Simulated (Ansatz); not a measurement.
**C₂H₅FO₂Si: one species, many methods**

Aim: compute C₂H₅FO₂Si with functionals from several rungs and with coupled cluster, and see how far each lands from CCSD(T) at the basis-set limit for the atomisation energy.

Method: functionals in def2-TZVPP, the program's frozen cores in correlated methods; program: Ansatz 0.2.0, Gaussian basis.

The runs, in order: PBE-D4, r2SCAN-D4, PBE0-D4, B3LYP-D4, ωB97X-V, ωB97M-V, B2PLYP; CCSD(T)/def2-TZVPP; MP2/def2-QZVPP; extrapolation to the limit.

### Step 1. The geometry

All runs share one geometry, relaxed beforehand with PBE0-D4 in a triple-zeta def2 set.

SMILES `CO[Si]1(F)CO1`, 11 atoms, charge 0, spin multiplicity 1.

Atoms are counted from 1 here; the program's logs count them from 0.

Bond lengths: C1–O2 1.415 Å, C1–H7 1.092 Å, C1–H8 1.092 Å, C1–H9 1.091 Å, O2–Si3 1.604 Å, Si3–F4 1.585 Å, Si3–C5 1.781 Å, Si3–O6 1.620 Å, C5–O6 1.531 Å, C5–H10 1.087 Å, C5–H11 1.088 Å. Angles: O2–C1–H7 111.8°, O2–C1–H8 109.3°, O2–C1–H9 108.5°, H7–C1–H8 109.2°, H7–C1–H9 109.1°, H8–C1–H9 108.9°, C1–O2–Si3 129.5°, O2–Si3–F4 108.4°, O2–Si3–C5 126.2°, O2–Si3–O6 119.1°, F4–Si3–C5 121.6°, F4–Si3–O6 117.7°, C5–Si3–O6 53.3°, Si3–C5–O6 58.0°, Si3–C5–H10 122.8°, Si3–C5–H11 123.1°, O6–C5–H10 111.3°, O6–C5–H11 111.5° and more.

### Step 2. PBE-D4 (GGA)

in.yaml

```yaml
crystal:
  periodic: [false, false, false]
  atoms:
    - {symbol: C, position_ang: [0.105893, -2.104903, 0.014635]}
    - {symbol: O, position_ang: [0.549269, -0.776074, 0.212701]}
    - {symbol: Si, position_ang: [-0.285261, 0.593215, 0.185345]}
    - {symbol: F, position_ang: [-1.829303, 0.236650, 0.144419]}
    - {symbol: C, position_ang: [0.318345, 2.183170, -0.343451]}
    - {symbol: O, position_ang: [0.180818, 1.818287, 1.136919]}
    - {symbol: H, position_ang: [-0.984255, -2.171761, 0.000772]}
    - {symbol: H, position_ang: [0.500573, -2.479430, -0.932058]}
    - {symbol: H, position_ang: [0.490453, -2.722250, 0.827751]}
    - {symbol: H, position_ang: [1.357034, 2.359399, -0.612434]}
    - {symbol: H, position_ang: [-0.338168, 3.006794, -0.614199]}
basis:
  gaussian: {orbitals: def2-TZVPP}
hamiltonian: {xc: pbe, dispersion: d4}
output: {forces: true, orbitals: {seedname: orbitals}}
```

Started as:

```console
$ ansatz run in.yaml --threads 4 --pin off --events-out ev --progress --plain --max-ram 10444MiB
```

After this run come: r2SCAN-D4 (meta-GGA); PBE0-D4 (hybrid); B3LYP-D4 (hybrid); ωB97X-V (range-separated); ωB97M-V (range-separated); B2PLYP (double hybrid); CCSD(T) in def2-TZVPP; MP2 in def2-QZVPP.

Before running them: what should the planned runs give, taken together? Wanted: atomisation energy, CCSD(T)/CBS; farthest; mean size of error, hybrid; mean size of error, range-separated; gap, smallest and largest; T1 diagnostic; triples share of the correlation energy.

**Answer**, as computed:

| quantity | value |
| --- | --- |
| atomisation energy, CCSD(T)/CBS | 4493.1 kJ/mol |
| functionals within 22.5 kJ/mol (0.5 %) | r2SCAN-D4, ωB97X-V, ωB97M-V |
| farthest | PBE-D4 (+86.5 kJ/mol) |
| mean size of error, hybrid | 28.9 kJ/mol |
| mean size of error, range-separated | 1.3 kJ/mol |
| gap, smallest and largest | 5.68 eV (PBE-D4), 12.64 eV (ωB97X-V) |
| T1 diagnostic | 0.0124 |
| triples share of the correlation energy | 3.6 % |

**Reading.** PBE-D4 is off by +86.5 kJ/mol. Double hybrids carry the basis error of their MP2 part in triple zeta, and no dispersion term here, so their miss is partly the set-up's. The reference freezes the cores and leaves out relativity and excitations past (T), so misses under about 22.5 kJ/mol can't be ranked. Hartree-Fock recovers 71 % of the binding; the rest is correlation. Orbital gaps span 5.7 to 12.6 eV; exact exchange widens them.
